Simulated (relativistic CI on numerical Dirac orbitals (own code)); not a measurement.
**Au³⁺: resonant inelastic X-ray scattering at the L2,3 edge**

Aim: the energy losses and their intensities at the absorption maxima, by the Kramers-Heisenberg formula, for 6 crystal fields.

Program: relativistic CI on numerical Dirac orbitals (own code) version 3. Level of theory: Dirac-Coulomb-Breit CI, KLI orbitals optimised for each configuration, model QED (radiative potential, 1s self-energy scaled to tabulated hydrogen-like ionisation energies), Kramers-Heisenberg scattering through one core-hole configuration in a parametric crystal field. These are calculated values, not measurements, unless marked.

## Step 1: The system

```
ion             : Au³⁺ (Au IV)
nuclear charge  : 79
electrons       : 76
configurations  : [Xe] 4f14 5d8 → [He] 2s2 2p5 3s2 3p6 3d10 4s2 4p6 4d10 4f14 5s2 5p6 5d9
temperature     : 300 K
core-hole width : 3 eV
field 1 (cm⁻¹)  : Td, 10Dq = -3100
field 2 (cm⁻¹)  : Td, 10Dq = -7050
field 3 (cm⁻¹)  : Td, 10Dq = -10950
field 4 (cm⁻¹)  : Td, 10Dq = -14850
field 5 (cm⁻¹)  : Td, 10Dq = -18800
field 6 (cm⁻¹)  : Td, 10Dq = -22700
```

## Step 2: Field 1: Td, 10Dq = -3100

Input settings:

```ini
atom Au  Z=79  charge=3  electrons=76
nucleus A=197  rms_radius_fm=5.4371
hamiltonian dirac-coulomb  breit=on  qed=on  c_scale=1
orbitals kli  potential=per-configuration
slater_scale 1
correlation none
mixing on
configurations
  [Xe] 4f14 5d8
  [He] 2s2 2p5 3s2 3p6 3d10 4s2 4p6 4d10 4f14 5s2 5p6 5d9
end
rixs L2,3 T=300 core_hole_width=3.0
crystal_field Td 10Dq=-3100
```

Started as:

```bash
> python run_levels.py task.json out
```

The settings of every run stand in task.json; they run in order.

## Step 3: Field 2: Td, 10Dq = -7050

Changes to the settings of step 2:

```diff
@@ -12,2 +12,2 @@
 rixs L2,3 T=300 core_hole_width=3.0
-crystal_field Td 10Dq=-3100
+crystal_field Td 10Dq=-7050
```

## Step 4: Field 3: Td, 10Dq = -10950

Changes to the settings of step 3:

```diff
@@ -12,2 +12,2 @@
 rixs L2,3 T=300 core_hole_width=3.0
-crystal_field Td 10Dq=-7050
+crystal_field Td 10Dq=-10950
```

## Step 5: Field 4: Td, 10Dq = -14850

Changes to the settings of step 4:

```diff
@@ -12,2 +12,2 @@
 rixs L2,3 T=300 core_hole_width=3.0
-crystal_field Td 10Dq=-10950
+crystal_field Td 10Dq=-14850
```

## Step 6: Field 5: Td, 10Dq = -18800

Changes to the settings of step 5:

```diff
@@ -12,2 +12,2 @@
 rixs L2,3 T=300 core_hole_width=3.0
-crystal_field Td 10Dq=-14850
+crystal_field Td 10Dq=-18800
```

## Step 7: Field 6: Td, 10Dq = -22700

Changes to the settings of step 6:

```diff
@@ -12,2 +12,2 @@
 rixs L2,3 T=300 core_hole_width=3.0
-crystal_field Td 10Dq=-18800
+crystal_field Td 10Dq=-22700
```

(Steps that only read results are left out.)

What does the calculation give? Wanted: incident energies, field 1.

**Answer**, as computed:

| field | S, thermal mean | first incident energy (eV) | lowest loss over 0.08 eV (eV) | strongest such loss there (eV) | its level |
| --- | --- | --- | --- | --- | --- |
| 1: Td | 0.98 | 11916.0 | 0.099 | 0.099 | T1, S = 1.0 |
| 2: Td | 0.98 | 11916.1 | 0.197 | 0.197 | T1, S = 1.0 |
| 3: Td | 0.98 | 11916.3 | 0.266 | 0.266 | T1, S = 1.0 |
| 4: Td | 0.98 | 11916.4 | 0.315 | 0.315 | T1, S = 1.0 |
| 5: Td | 0.98 | 11916.6 | 0.350 | 0.350 | T1, S = 1.0 |
| 6: Td | 0.98 | 11916.8 | 0.376 | 0.376 | T1, S = 1.0 |

| quantity | value |
| --- | --- |
| incident energies, field 1 | 11916.0 eV |
| strongest loss over 0.08 eV, field 1 | 0.10 eV |

In words: In field 1 the strongest loss over 0.08 eV at the first resonance is 0.10 eV (T1, S = 1.0). Spin-orbit coupling in the valence shell mixes spin states, so S is only an average. Only the lowest levels kept in the record count, and labels are spin-orbit irreps. Polarisations are summed, and charge-transfer losses are outside the model.
